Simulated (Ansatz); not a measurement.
**C3H4F4: small, medium and large basis sets**

How large a basis does C3H4F4 need? Two functionals are run in growing sets.

The runs use Ansatz 0.2.0, Gaussian basis; one geometry, several basis sets.

The runs, in order: PBE0-D4/def2-SVP; ωB97M-V/def2-SVP; PBE0-D4/def2-QZVPP; ωB97M-V/def2-QZVPP; the functionals' def2-TZVPP values are taken from earlier runs.

### Step 1. Structure used throughout

An earlier PBE0-D4 in a triple-zeta def2 set relaxation fixed the geometry.

SMILES `CC(F)C(F)(F)F`, 11 atoms, charge 0, spin multiplicity 1.

Atoms are counted from 1 here; the program's logs count them from 0.

Bond lengths: C1–C2 1.504 Å, C1–H8 1.090 Å, C1–H9 1.091 Å, C1–H10 1.090 Å, C2–F3 1.376 Å, C2–C4 1.523 Å, C2–H11 1.095 Å, C4–F5 1.333 Å, C4–F6 1.340 Å, C4–F7 1.332 Å. Angles: C2–C1–H8 110.4°, C2–C1–H9 110.5°, C2–C1–H10 109.2°, H8–C1–H9 109.1°, H8–C1–H10 108.9°, H9–C1–H10 108.7°, C1–C2–F3 110.1°, C1–C2–C4 112.9°, C1–C2–H11 111.8°, F3–C2–C4 107.2°, F3–C2–H11 107.9°, C4–C2–H11 106.7°, C2–C4–F5 112.1°, C2–C4–F6 109.7°, C2–C4–F7 111.3°, F5–C4–F6 107.9°, F5–C4–F7 107.8°, F6–C4–F7 107.8°.

Geometry (Å):

```
C    -0.1214   -1.2957   -0.1874
C     0.5301   -0.0324    0.3054
F     1.7607    0.1289   -0.2888
C    -0.2876    1.2149   -0.0043
F    -0.5216    1.3504   -1.3101
F    -1.4705    1.1475    0.6212
F     0.3328    2.3169    0.4150
H    -0.2565   -1.2576   -1.2688
H    -1.0932   -1.4345    0.2881
H     0.5127   -2.1471    0.0601
H     0.6799   -0.0483    1.3900
```

### Step 2. PBE0-D4 in def2-SVP

The input, in.yaml:

```yaml
crystal:
  periodic: [false, false, false]
  atoms:
    - {symbol: C, position_ang: [-0.121419, -1.295689, -0.187421]}
    - {symbol: C, position_ang: [0.530141, -0.032404, 0.305438]}
    - {symbol: F, position_ang: [1.760712, 0.128886, -0.288788]}
    - {symbol: C, position_ang: [-0.287636, 1.214894, -0.004294]}
    - {symbol: F, position_ang: [-0.521569, 1.350360, -1.310051]}
    - {symbol: F, position_ang: [-1.470500, 1.147499, 0.621205]}
    - {symbol: F, position_ang: [0.332807, 2.316905, 0.414975]}
    - {symbol: H, position_ang: [-0.256542, -1.257574, -1.268845]}
    - {symbol: H, position_ang: [-1.093172, -1.434480, 0.288121]}
    - {symbol: H, position_ang: [0.512734, -2.147070, 0.060085]}
    - {symbol: H, position_ang: [0.679945, -0.048327, 1.389974]}
basis:
  gaussian: {orbitals: def2-SVP}
hamiltonian: {xc: pbe0, dispersion: d4}
output: {orbitals: {seedname: orbitals}}
```

On the command line:

```bash
$ ansatz run in.yaml --threads 4 --pin off --events-out ev --progress --plain --max-ram 11315MiB
```

The runs that follow: ωB97M-V in def2-SVP; PBE0-D4 in def2-QZVPP; ωB97M-V in def2-QZVPP.

Before running them: what should the planned runs give, taken together? Wanted: PBE0-D4: double and triple zeta above quadruple; ωB97M-V: double and triple zeta above quadruple.

**Answer**, as computed:

| quantity | value |
| --- | --- |
| PBE0-D4: double and triple zeta above quadruple | 17.45, 0.71 eV |
| ωB97M-V: double and triple zeta above quadruple | 17.84, 0.68 eV |

In words: For PBE0-D4 the step from double to triple zeta gains 16.73 eV and the next only 0.71 eV. Total energies overstate the basis error of differences, where much of it tends to cancel. The LUMO of ωB97M-V is positive and keeps falling with the basis (3.55 to 1.87 eV): an unbound level that the basis holds in place.
